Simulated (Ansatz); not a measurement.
**C2H8BN: one species, many methods**

How much do the methods differ for C2H8BN? The plan is to run it at one geometry with functionals of several rungs and with coupled cluster. The yardstick is the atomisation energy at the CCSD(T) limit.

The runs use Ansatz 0.2.0, Gaussian basis; functionals in def2-TZVPP, the program's frozen cores in correlated methods.

Levels to be run: LDA (SPW92), PBE-D4, revPBE-D4, BLYP-D4, r2SCAN-D4, B97M-V, PBE0-D4, B3LYP-D4, r2SCANh-D4, r2SCAN0-D4, HSE06-D4, BHLYP-D4, CAM-B3LYP-D4, LC-ωPBE, ωB97X-V, ωB97M-V, B2PLYP, PBE-QIDH; CCSD(T)/def2-SVP; CCSD(T)/def2-TZVPP; MP2/def2-QZVPP; extrapolation to the limit; RPA on PBE.

## (1) The geometry

All runs share one geometry, relaxed beforehand with PBE0-D4 in a triple-zeta def2 set.

12 atoms, charge 0, spin multiplicity 1.

Atoms are counted from 1 here; the program's logs count them from 0.

Bond lengths: B1–C2 1.568 Å, B1–N4 1.611 Å, B1–H5 1.199 Å, B1–H6 1.201 Å, C2–C3 1.500 Å, C2–N4 1.500 Å, C2–H7 1.087 Å, C3–H8 1.094 Å, C3–H9 1.092 Å, C3–H10 1.096 Å, N4–H11 1.008 Å, N4–H12 1.009 Å. Angles: C2–B1–N4 56.3°, C2–B1–H5 119.6°, C2–B1–H6 118.0°, N4–B1–H5 112.6°, N4–B1–H6 112.0°, H5–B1–H6 120.0°, B1–C2–C3 124.1°, B1–C2–N4 63.3°, B1–C2–H7 119.1°, C3–C2–N4 114.0°, C3–C2–H7 113.8°, N4–C2–H7 109.8°, C2–C3–H8 110.9°, C2–C3–H9 109.4°, C2–C3–H10 113.2°, H8–C3–H9 106.8°, H8–C3–H10 108.7°, H9–C3–H10 107.7° and more.

## (2) LDA

This LDA is Slater exchange with PW92 correlation.

The input, in.yaml:

```yaml
crystal:
  periodic: [false, false, false]
  atoms:
    - {symbol: B, position_ang: [-1.123335, 0.725214, -0.373037]}
    - {symbol: C, position_ang: [0.380192, 0.286553, -0.297366]}
    - {symbol: C, position_ang: [1.103041, -0.024626, 0.979930]}
    - {symbol: N, position_ang: [-0.609146, -0.763667, -0.709275]}
    - {symbol: H, position_ang: [-1.522973, 1.304833, -1.344003]}
    - {symbol: H, position_ang: [-1.750828, 0.763865, 0.650399]}
    - {symbol: H, position_ang: [1.040754, 0.516117, -1.130104]}
    - {symbol: H, position_ang: [0.396389, -0.278272, 1.775330]}
    - {symbol: H, position_ang: [1.648520, 0.861435, 1.312509]}
    - {symbol: H, position_ang: [1.826253, -0.842195, 0.878070]}
    - {symbol: H, position_ang: [-0.558938, -1.092559, -1.660587]}
    - {symbol: H, position_ang: [-0.752930, -1.511797, -0.047866]}
basis:
  gaussian: {orbitals: def2-TZVPP}
hamiltonian: {xc: lda}
output: {orbitals: {seedname: orbitals}}
```

Run with:

```
ansatz run in.yaml --threads 2 --pin off --events-out ev --progress --plain --max-ram 4352MiB
```

The runs that follow: PBE-D4 (GGA); revPBE-D4 (GGA); BLYP-D4 (GGA); r2SCAN-D4 (meta-GGA); B97M-V (meta-GGA); B3LYP-D4 (hybrid); r2SCANh-D4 (hybrid); r2SCAN0-D4 (hybrid); HSE06-D4 (hybrid); BHLYP-D4 (hybrid); CAM-B3LYP-D4 (range-separated); LC-ωPBE (range-separated); ωB97X-V (range-separated); ωB97M-V (range-separated); B2PLYP (double hybrid); PBE-QIDH (double hybrid); CCSD(T) in def2-SVP; CCSD(T) in def2-TZVPP; MP2 in def2-QZVPP; RPA on PBE orbitals.

Q: Predict the results of all the runs planned. Wanted: atomisation energy, CCSD(T)/CBS; farthest beyond LDA; mean size of error, GGA; mean size of error, meta-GGA; mean size of error, hybrid; mean size of error, range-separated; mean size of error, double hybrid; gap, smallest and largest; T1 diagnostic.

The runs gave:

```
                               quantity                                                                             value
        atomisation energy, CCSD(T)/CBS                                                                         45.910 eV
    functionals within 0.230 eV (0.5 %)  revPBE-D4, BLYP-D4, r2SCAN-D4, B97M-V, r2SCANh-D4, r2SCAN0-D4, LC-ωPBE, PBE-QIDH
                    farthest beyond LDA                                                                PBE-D4 (+1.047 eV)
                mean size of error, GGA                                                                          0.385 eV
           mean size of error, meta-GGA                                                                          0.213 eV
             mean size of error, hybrid                                                                          0.381 eV
    mean size of error, range-separated                                                                          0.342 eV
      mean size of error, double hybrid                                                                          0.125 eV
              gap, smallest and largest                                             5.65 eV (BLYP-D4), 12.74 eV (LC-ωPBE)
                          T1 diagnostic                                                                            0.0093
triples share of the correlation energy                                                                             3.7 %
```

In words: LDA overbinds by 6.532 eV (14 %). PBE-D4 is off by +1.047 eV. Double hybrids carry the basis error of their MP2 part in triple zeta, and no dispersion term here, so their miss is partly the set-up's. The rungs double hybrid, meta-GGA miss on average by less than the doubt on the reference (0.230 eV), so they tie. Misses under about 0.230 eV are within the doubt on the reference itself, which lacks core-valence correlation, relativity and higher excitations. Hartree-Fock recovers 74 % of the binding; the rest is correlation. CCSD(T) in def2-SVP is off by -1.958 eV, more than most functionals: a good method in a small basis is no reference. Orbital gaps span 5.7 to 12.7 eV; exact exchange widens them.
